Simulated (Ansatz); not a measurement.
# C₂H₆O₄W: taking an electron away

One table from this session's results is given with a row withheld; the runs are named, their logs left out.

Computed with Ansatz 0.2.0, Gaussian basis. Level: unrestricted cation, the program's frozen cores in correlated methods.

Plan: UKS PBE-D4/def2-TZVPP; UKS r2SCAN-D4/def2-TZVPP; UKS PBE0-D4/def2-TZVPP; UKS B3LYP-D4/def2-TZVPP; UKS wB97X-V/def2-TZVPP; UKS wB97M-V/def2-TZVPP; UKS B2PLYP/def2-TZVPP; UHF-CCSD(T)/def2-TZVPP; UHF-MP2/def2-QZVPP; extrapolation to the limit; then −ε(HOMO) from the neutral's earlier runs with LDA (SPW92), PBE-D4, revPBE-D4, BLYP-D4, r2SCAN-D4, B97M-V, PBE0-D4, B3LYP-D4, r2SCANh-D4, r2SCAN0-D4, HSE06-D4, BHLYP-D4, CAM-B3LYP-D4, LC-ωPBE, ωB97X-V, ωB97M-V.

## Structure used throughout

The geometry comes from an earlier relaxation with PBE0-D4 in a triple-zeta def2 set; it is a stationary point, not always the lowest conformer. W takes the def2 core potential; no spin-orbit term is included.

SMILES `C[O][W](=[O])(=[O])[O]C`, 13 atoms, charge 0, spin multiplicity 1.

Atoms are counted from 1 here; the program's logs count them from 0.

Bond lengths: C1–O2 1.406 Å, C1–H8 1.093 Å, C1–H9 1.093 Å, C1–H10 1.092 Å, O2–W3 1.861 Å, W3–O4 1.710 Å, W3–O5 1.710 Å, W3–O6 1.861 Å, O6–C7 1.406 Å, C7–H11 1.093 Å, C7–H12 1.092 Å, C7–H13 1.093 Å. Angles: O2–C1–H8 110.4°, O2–C1–H9 110.4°, O2–C1–H10 108.4°, H8–C1–H9 109.4°, H8–C1–H10 109.2°, H9–C1–H10 109.2°, C1–O2–W3 141.0°, O2–W3–O4 110.3°, O2–W3–O5 110.3°, O2–W3–O6 109.0°, O4–W3–O5 106.7°, O4–W3–O6 110.3°, O5–W3–O6 110.3°, W3–O6–C7 140.9°, O6–C7–H11 110.4°, O6–C7–H12 108.4°, O6–C7–H13 110.4°, H11–C7–H12 109.2° and more.

Set-up of the first run:

in.yaml reads:

```yaml
crystal:
  periodic: [false, false, false]
  atoms:
    - {symbol: C, position_ang: [0.423635, -2.615532, 1.289088]}
    - {symbol: O, position_ang: [0.220908, -1.508938, 0.445545]}
    - {symbol: W, position_ang: [-0.024626, 0.334770, 0.513468]}
    - {symbol: O, position_ang: [-1.421289, 0.713719, 1.423612]}
    - {symbol: O, position_ang: [1.294915, 1.078872, 1.305693]}
    - {symbol: O, position_ang: [-0.188344, 0.989551, -1.221083]}
    - {symbol: C, position_ang: [-0.389701, 2.193373, -1.919300]}
    - {symbol: H, position_ang: [-0.426742, -2.739474, 1.964627]}
    - {symbol: H, position_ang: [1.337020, -2.485170, 1.875279]}
    - {symbol: H, position_ang: [0.520770, -3.508139, 0.668099]}
    - {symbol: H, position_ang: [-1.341469, 2.646536, -1.630064]}
    - {symbol: H, position_ang: [-0.408435, 1.972027, -2.988161]}
    - {symbol: H, position_ang: [0.423659, 2.893705, -1.712302]}
basis:
  gaussian: {orbitals: def2-TZVPP}
total_charge: 1
magnetization: {spin_polarized: true, initial_magnetization: 1}
hamiltonian: {xc: pbe, dispersion: d4}
```

On the command line:

```
> ansatz run in.yaml --threads 2 --pin off --events-out ev --progress --plain --max-ram 22528MiB --backend cuda --devices 0, --max-vram 18GiB
```

Steps of the session up to this table: Cation, UKS PBE-D4/def2-TZVPP; Cation, UKS r2SCAN-D4/def2-TZVPP; Cation, UKS PBE0-D4/def2-TZVPP; Cation, UKS B3LYP-D4/def2-TZVPP; Cation, UKS wB97X-V/def2-TZVPP; Cation, UKS wB97M-V/def2-TZVPP; Cation, UKS B2PLYP (frozen core)/def2-TZVPP; Cation, UHF-CCSD(T)/def2-TZVPP; Cation, UHF-MP2/def2-QZVPP.

One of the session's tables, all rows but one given; the rest of the session is left out.

For comparison, −ε(HOMO) of the neutral from earlier runs:

```
  functional  −ε(HOMO) (eV)
 LDA (SPW92)           7.11
      PBE-D4           6.89
   revPBE-D4           6.80
     BLYP-D4           6.77
   r2SCAN-D4           7.24
      B97M-V           7.32
     PBE0-D4           8.48
    B3LYP-D4           8.22
  r2SCANh-D4           7.84
  r2SCAN0-D4           8.74
    HSE06-D4           8.07
    BHLYP-D4          10.00
CAM-B3LYP-D4           9.91
     LC-ωPBE              ?
     ωB97X-V          10.89
     ωB97M-V          10.84
```

Estimate the missing values for LC-ωPBE.

**Answer.** −ε(HOMO) (eV): 11.22. In the column «−ε(HOMO) (eV)» it is the highest.
